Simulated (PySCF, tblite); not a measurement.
# C40H24O2: electronic excitations, NMR shifts, part 2 of 2

tblite 0.8.0 and PySCF 2.14.0. Atoms count from 0.

## (4) NMR shifts: GIAO KT3/pcSseg-1

The job: settings as JSON, then the geometry in Å.

```
{"job": {"kind": "nmr", "xc": "KT3", "basis": "pcSseg-1", "pop": false}, "charge": 0, "multiplicity": 1}
C      0.933599    -3.408742     1.480974
O      1.093970    -2.086893     1.948212
C      0.531903    -1.115344     1.137453
C     -0.833514    -1.026139     1.129342
C     -1.533941    -0.180779     0.250283
C     -2.966403    -0.119424     0.212332
C     -3.759580    -0.706841     1.221477
C     -5.118937    -0.661308     1.176276
C     -5.808714    -0.026145     0.119583
C     -7.247496    -0.004653     0.063574
C     -8.069780    -0.643404     1.009691
C     -9.437480    -0.602686     0.909960
C    -10.055818     0.079201    -0.140876
C     -9.285374     0.714125    -1.077375
C     -7.883084     0.685424    -0.995561
C     -7.089599     1.344736    -1.967451
C     -5.736106     1.306313    -1.916381
C     -5.049248     0.609185    -0.885525
C     -3.616168     0.556689    -0.842418
C     -2.805753     1.135762    -1.851626
C     -1.448876     1.160619    -1.757388
C     -0.771931     0.571027    -0.663479
C      0.644819     0.649482    -0.505953
C      1.401073     1.617163    -1.232080
C      0.804815     2.837746    -1.792011
O      1.242532     3.463019    -2.726701
C      2.769276     1.534092    -1.286030
C      3.494106     0.599108    -0.523314
C      4.926067     0.523863    -0.590751
C      5.659812     1.235611    -1.577207
C      7.014370     1.190474    -1.619355
C      7.756954     0.408201    -0.699196
C      9.161053     0.373718    -0.750385
C      9.875753    -0.407748     0.117441
C      9.199873    -1.192973     1.054570
C      7.830332    -1.168436     1.128670
C      7.066924    -0.356426     0.270998
C      5.631703    -0.272457     0.333086
C      4.886733    -0.946248     1.325004
C      3.525372    -0.919185     1.354182
C      2.774502    -0.199546     0.398754
C      1.336336    -0.226432     0.360185
H      1.311645    -4.057615     2.269276
H      1.514166    -3.569854     0.564859
H     -0.115233    -3.649540     1.282540
H     -1.373801    -1.692205     1.783374
H     -3.285472    -1.182053     2.065575
H     -5.673969    -1.112949     1.982913
H     -7.633791    -1.183738     1.835170
H    -10.045237    -1.102080     1.650393
H    -11.133293     0.101928    -0.209162
H     -9.742221     1.247331    -1.898794
H     -7.593977     1.881621    -2.758260
H     -5.175019     1.824834    -2.676479
H     -3.261901     1.564396    -2.728875
H     -0.870740     1.582896    -2.566481
H     -0.060194     3.217741    -1.210613
H      3.279849     2.283772    -1.870160
H      5.135583     1.815774    -2.318938
H      7.557330     1.746541    -2.370105
H      9.667201     0.975873    -1.491222
H     10.954832    -0.426622     0.079477
H      9.762582    -1.822204     1.728606
H      7.344006    -1.792392     1.861742
H      5.399121    -1.500346     2.094993
H      3.010730    -1.444006     2.138728
```

With the program's defaults for keys left out, this is: GIAO KT3/pcSseg-1 NMR shielding, non-relativistic, gas phase.

Standard output:

```text
start: PBE on a coarse grid of 56423 points
cycle   1  E = -1686.1575721963  dE =  7.558e+00  |g| = 1.327e+00  |ddm| = 1.096e+01
cycle   2  E = -1683.5108878237  dE =  2.647e+00  |g| = 3.075e+00  |ddm| = 6.684e+00
cycle   3  E = -1685.6519963728  dE = -2.141e+00  |g| = 1.735e+00  |ddm| = 6.028e+00
cycle   4  E = -1686.4997343131  dE = -8.477e-01  |g| = 5.747e-01  |ddm| = 2.486e+00
cycle   5  E = -1686.4668942441  dE =  3.284e-02  |g| = 5.677e-01  |ddm| = 1.513e+00
cycle   6  E = -1686.5600203567  dE = -9.313e-02  |g| = 2.516e-01  |ddm| = 1.185e+00
cycle   7  E = -1686.5759254129  dE = -1.591e-02  |g| = 8.504e-02  |ddm| = 4.523e-01
cycle   8  E = -1686.5762677158  dE = -3.423e-04  |g| = 7.872e-02  |ddm| = 2.140e-01
cycle   9  E = -1686.5778878825  dE = -1.620e-03  |g| = 1.871e-02  |ddm| = 1.282e-01
cycle  10  E = -1686.5779557179  dE = -6.784e-05  |g| = 1.156e-02  |ddm| = 3.823e-02
cycle  11  E = -1686.5779829964  dE = -2.728e-05  |g| = 3.993e-03  |ddm| = 2.064e-02
final grid: 525893 points
cycle  12  E = -1716.6397655057  dE = -9.249e-02  |g| = 1.860e-01  |ddm| = 2.602e+00
cycle  13  E = -1716.6011491662  dE =  3.862e-02  |g| = 4.764e-01  |ddm| = 8.948e-01
cycle  14  E = -1716.6450694629  dE = -4.392e-02  |g| = 6.576e-02  |ddm| = 6.992e-01
cycle  15  E = -1716.6459712035  dE = -9.017e-04  |g| = 1.834e-02  |ddm| = 1.146e-01
cycle  16  E = -1716.6460234637  dE = -5.226e-05  |g| = 1.055e-02  |ddm| = 3.955e-02
cycle  17  E = -1716.6460551638  dE = -3.170e-05  |g| = 2.745e-03  |ddm| = 1.820e-02
cycle  18  E = -1716.6460560935  dE = -9.298e-07  |g| = 1.062e-03  |ddm| = 5.540e-03
cycle  19  E = -1716.6460553858  dE =  7.077e-07  |g| = 4.192e-04  |ddm| = 1.848e-03
cycle  20  E = -1716.6460551061  dE =  2.797e-07  |g| = 1.230e-04  |ddm| = 9.155e-04
cycle  21  E = -1716.6460586592  dE = -3.553e-06  |g| = 4.455e-05  |ddm| = 5.026e-04
converged SCF energy = -1716.6460586592

GIAO shielding tensors (ppm)
atom      isotropic    diamagn.    paramagn.     s11        s22        s33       span
  0 C      120.516     246.799    -126.283     83.022     98.964    179.563     96.541
  1 O      244.674     406.088    -161.413    174.190    252.674    307.158    132.968
  2 C       28.612     266.430    -237.819    -37.181     27.436     95.580    132.761
  3 C       71.779     263.433    -191.655    -10.784     65.929    160.192    170.976
  4 C       61.544     260.023    -198.479     -4.574     13.373    175.832    180.407
  5 C       65.456     248.551    -183.094     -3.130     18.001    181.497    184.627
  6 C       69.246     256.079    -186.832    -24.767     61.941    170.565    195.333
  7 C       69.401     261.326    -191.925    -24.823     60.293    172.734    197.557
  8 C       63.706     263.179    -199.473     -5.290     14.857    181.551    186.841
  9 C       62.504     230.700    -168.196     -8.300     14.517    181.296    189.597
 10 C       68.472     238.587    -170.115    -26.289     56.927    174.779    201.068
 11 C       64.038     240.340    -176.302    -34.347     55.485    170.974    205.321
 12 C       64.172     250.731    -186.560    -34.005     54.205    172.315    206.320
 13 C       61.890     220.884    -158.994    -28.534     57.174    157.031    185.565
 14 C       60.522     253.604    -193.082     -9.071      2.020    188.617    197.688
 15 C       62.101     249.476    -187.375    -27.271     60.857    152.715    179.986
 16 C       69.400     244.449    -175.048    -24.604     61.501    171.304    195.907
 17 C       64.307     237.737    -173.430     -1.914     14.561    180.275    182.189
 18 C       63.449     260.376    -196.926     -3.333     13.030    180.652    183.985
 19 C       71.090     259.828    -188.738    -19.112     61.209    171.172    190.284
 20 C       60.941     260.543    -199.602    -29.430     54.130    158.124    187.553
 21 C       67.980     259.956    -191.976      0.918     19.241    183.782    182.864
 22 C       62.840     251.756    -188.916      6.786      8.949    172.785    165.999
 23 C       58.038     265.078    -207.040    -17.628     35.142    156.600    174.228
 24 C        2.892     256.899    -254.007    -84.165      5.267     87.574    171.740
 25 O     -237.470     397.958    -635.428   -744.442   -332.028    364.061   1108.503
 26 C       65.246     252.846    -187.600    -18.059     42.787    171.010    189.069
 27 C       64.176     263.458    -199.283     -2.577     14.816    180.288    182.865
 28 C       62.684     240.438    -177.753     -4.004     12.816    179.240    183.244
 29 C       68.779     245.395    -176.616    -24.658     60.305    170.690    195.348
 30 C       61.788     250.395    -188.607    -27.451     59.494    153.322    180.773
 31 C       60.485     254.204    -193.719     -9.095      1.980    188.570    197.665
 32 C       61.947     222.815    -160.868    -28.325     56.766    157.399    185.725
 33 C       64.026     250.524    -186.498    -34.234     53.972    172.341    206.575
 34 C       63.995     241.329    -177.334    -34.484     55.380    171.088    205.572
 35 C       68.231     239.266    -171.035    -26.671     56.811    174.553    201.224
 36 C       62.635     232.858    -170.224     -8.411     14.654    181.661    190.071
 37 C       63.732     262.883    -199.151     -4.877     14.012    182.063    186.940
 38 C       66.846     261.611    -194.765    -29.062     58.061    171.540    200.602
 39 C       63.519     253.596    -190.077    -24.124     45.613    169.067    193.191
 40 C       62.081     248.083    -186.002     -8.712     17.948    177.006    185.717
 41 C       68.215     259.649    -191.434     15.498     17.615    171.531    156.032
 42 H       27.129      30.383      -3.255     21.902     25.447     34.037     12.135
 43 H       27.757      33.454      -5.698     22.634     26.952     33.684     11.050
 44 H       27.571      34.057      -6.486     21.810     27.823     33.081     11.270
 45 H       22.695      42.441     -19.746     13.760     22.752     31.573     17.813
 46 H       22.636      40.866     -18.230     13.670     23.974     30.264     16.594
 47 H       22.547      38.423     -15.876     13.753     24.101     29.786     16.033
 48 H       22.744      37.153     -14.409     14.874     23.770     29.588     14.714
 49 H       23.881      24.217      -0.335     18.910     25.302     27.431      8.522
 50 H       23.976      18.360       5.616     19.452     25.631     26.844      7.392
 51 H       23.736      26.038      -2.303     18.347     24.617     28.244      9.897
 52 H       23.640      34.367     -10.727     17.539     24.996     28.387     10.847
 53 H       22.732      38.733     -16.001     14.100     24.131     29.965     15.865
 54 H       22.715      39.225     -16.510     13.652     24.469     30.025     16.373
 55 H       23.100      39.176     -16.076     14.463     24.610     30.228     15.765
 56 H       21.016      35.015     -13.999     14.908     21.956     26.184     11.276
 57 H       22.111      41.368     -19.257     12.951     23.749     29.634     16.682
 58 H       22.622      38.815     -16.193     13.874     24.184     29.807     15.933
 59 H       23.591      34.310     -10.719     17.444     24.965     28.362     10.918
 60 H       23.714      26.214      -2.500     18.299     24.631     28.211      9.912
 61 H       23.956      18.713       5.244     19.410     25.637     26.822      7.412
 62 H       23.873      24.453      -0.581     18.904     25.257     27.458      8.554
 63 H       22.747      37.298     -14.551     14.927     23.722     29.593     14.667
 64 H       22.537      38.479     -15.942     13.959     23.837     29.814     15.856
 65 H       20.924      39.762     -18.838     10.225     21.462     31.086     20.861
```

Run time: 1.7 min. Hardware: 4 threads of Intel Xeon at 2.70GHz, shared host; peak memory 2.1 GiB.

Shifts follow as δ = σ(reference) − σ, with reference shieldings (ppm) from runs at the same level and on the same kind of geometry: 1H TMS 31.76, 13C TMS 184.7, 17O H2O 330.8. The references are single molecules in the gas phase, so shifts against H2O, NH3, PH3, H3PO4 or CFCl3 are not on the usual liquid scales and can be off by tens of ppm. Atoms listed in one row are averaged.

| atoms | environment | σ (ppm) | δ (ppm) |
| --- | --- | --- | --- |
| C24 | aldehyde carbonyl carbon | 2.9 | 181.8 |
| C2 | aromatic carbon bearing oxygen | 28.6 | 156.1 |
| C23 | substituted aromatic carbon | 58.0 | 126.7 |
| C31 | ring-fusion aromatic carbon | 60.5 | 124.2 |
| C14 | ring-fusion aromatic carbon | 60.5 | 124.2 |
| C20 | aromatic CH | 60.9 | 123.8 |
| C4 | ring-fusion aromatic carbon | 61.5 | 123.2 |
| C30 | aromatic CH | 61.8 | 122.9 |
| C13 | aromatic CH | 61.9 | 122.8 |
| C32 | aromatic CH | 61.9 | 122.8 |
| C40 | ring-fusion aromatic carbon | 62.1 | 122.6 |
| C15 | aromatic CH | 62.1 | 122.6 |
| C9 | ring-fusion aromatic carbon | 62.5 | 122.2 |
| C36 | ring-fusion aromatic carbon | 62.6 | 122.1 |
| C28 | ring-fusion aromatic carbon | 62.7 | 122.0 |
| C22 | ring-fusion aromatic carbon | 62.8 | 121.9 |
| C18 | ring-fusion aromatic carbon | 63.4 | 121.3 |
| C39 | aromatic CH | 63.5 | 121.2 |
| C8 | ring-fusion aromatic carbon | 63.7 | 121.0 |
| C37 | ring-fusion aromatic carbon | 63.7 | 121.0 |
| C34 | aromatic CH | 64.0 | 120.7 |
| C33 | aromatic CH | 64.0 | 120.7 |
| C11 | aromatic CH | 64.0 | 120.7 |
| C12 | aromatic CH | 64.2 | 120.6 |
| C27 | ring-fusion aromatic carbon | 64.2 | 120.5 |
| C17 | ring-fusion aromatic carbon | 64.3 | 120.4 |
| C26 | aromatic CH | 65.2 | 119.5 |
| C5 | ring-fusion aromatic carbon | 65.5 | 119.3 |
| C38 | aromatic CH | 66.8 | 117.9 |
| C21 | ring-fusion aromatic carbon | 68.0 | 116.7 |
| C41 | ring-fusion aromatic carbon | 68.2 | 116.5 |
| C35 | aromatic CH | 68.2 | 116.5 |
| C10 | aromatic CH | 68.5 | 116.3 |
| C29 | aromatic CH | 68.8 | 115.9 |
| C6 | aromatic CH | 69.2 | 115.5 |
| C16 | aromatic CH | 69.4 | 115.3 |
| C7 | aromatic CH | 69.4 | 115.3 |
| C19 | aromatic CH | 71.1 | 113.6 |
| C3 | aromatic CH | 71.8 | 112.9 |
| C0 | methyl carbon bonded to O | 120.5 | 64.2 |

Ring of atoms C2, C3, C4, C21, C22, C41: NICS(0) -8.1, NICS(1) -9.9, NICS(1)zz -21.5 ppm (means of both faces).

Ring of atoms C4, C5, C18, C19, C20, C21: NICS(0) -6.7, NICS(1) -9.7, NICS(1)zz -21.9 ppm (means of both faces).

Ring of atoms C5, C6, C7, C8, C17, C18: NICS(0) -7.0, NICS(1) -10.1, NICS(1)zz -22.9 ppm (means of both faces).

## (5) Summary of results

What follows sums up all 2 parts.

| quantity | value |
| --- | --- |
| lowest singlet (wB97X-D/def2-SVP) | 3.64 eV (340 nm), f = 0.186 |
| brightest single state of those computed | state 2, 3.77 eV, f = 0.725 |
| lowest triplet | 2.57 eV |
| 13C shifts against TMS (KT3/pcSseg-1) | 181.8, 156.1, 126.7, 124.2, 124.2, 123.8, 123.2, 122.9, 122.8, 122.8, 122.6, 122.6, 122.2, 122.1 ppm and more |
| 1H shifts against TMS (KT3/pcSseg-1) | 10.84, 10.74, 9.65, 9.22, 9.21, 9.14, 9.12, 9.06, 9.04, 9.03, 9.02, 9.01, 8.66, 8.17 ppm and more |
| 17O shifts against H2O (KT3/pcSseg-1) | 568.3, 86.1 ppm |

**Reading.** The lowest singlet, at 3.64 eV, is HOMO→LUMO+1 0.26, HOMO→LUMO 0.24 and is bright; of the 6 states computed, the strongest absorption comes from state 2 at 3.77 eV (the last state computed is bright too, and its partners may lie past the list). The lowest triplet lies 1.07 eV below the lowest singlet. The most deshielded carbon is C24 (aldehyde carbonyl carbon), at 181.8 ppm: low-lying n→π* states of the double bond to the heteroatom give a large paramagnetic term (-254 ppm). At KT3/pcSseg-1: The largest span, 1109 ppm, is at O25, where the paramagnetic term is -635 ppm. NICS(1)zz of -22 ppm above the planar ring from C4 marks a diatropic (aromatic) ring current. NICS(1)zz of -23 ppm above the planar ring from C5 marks a diatropic (aromatic) ring current.
